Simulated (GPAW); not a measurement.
GaF:

```xyz
2
Lattice="3.1659 0.0000 0.0000 0.0000 3.1659 0.0000 0.0000 0.0000 3.1659" Properties=species:S:1:pos:R:3 pbc="T T T"
Ga    0.0000    0.0000    0.0000
F     1.5830    1.5830    1.5830
```

The cell was built by a generator and needn't be a form met in nature.

- Program: GPAW 26.7.0
- Task: relaxation of cell and atoms
- Functional: RPBE
- Dispersion: D3(BJ)
- Potentials or basis: the program's PAW data sets (release 1.2.1) made for this functional
- Cutoff: 800 eV
- Basis: pw
- k mesh: 8 × 8 × 8
- Occupations: fermi-dirac, width 0.05 eV
- Spin: no spin polarisation

At the start: pressure 28.6 GPa; volume 15.87 Å³/atom.

Question: How do energy, volume and symmetry change on relaxing?

Answer: Over 5 steps the energy falls by 108.1 meV/atom and the volume is 16.69 Å³/atom (+5.2 %); space group Pm-3m (No. 221, to 0.05 Å).

Step by step:
```
step  energy change (eV)  largest force (eV/Å)  pressure (GPa)  volume (Å³)
   1              0.0000                0.0000           28.57        31.73
   2             -0.2141                0.0000           -3.27        33.72
   3             -0.2163                0.0000           -1.44        33.49
   4             -0.2161                0.0000            0.87        33.32
   5             -0.2162                0.0000           -0.10        33.39
```

Final structure:
```
CELL_PARAMETERS angstrom
3.22006 0.00000 0.00000
0.00000 3.22006 0.00000
0.00000 0.00000 3.22006
ATOMIC_POSITIONS crystal
Ga 0.00000 0.00000 0.00000
F 0.50000 0.50000 0.50000
```

Caveat: the data sets keep Ga 3d, Li 1s and Be 1s frozen, and some such compounds lay over 1.5 % in volume off other programs; later steps reuse the first step's grids.
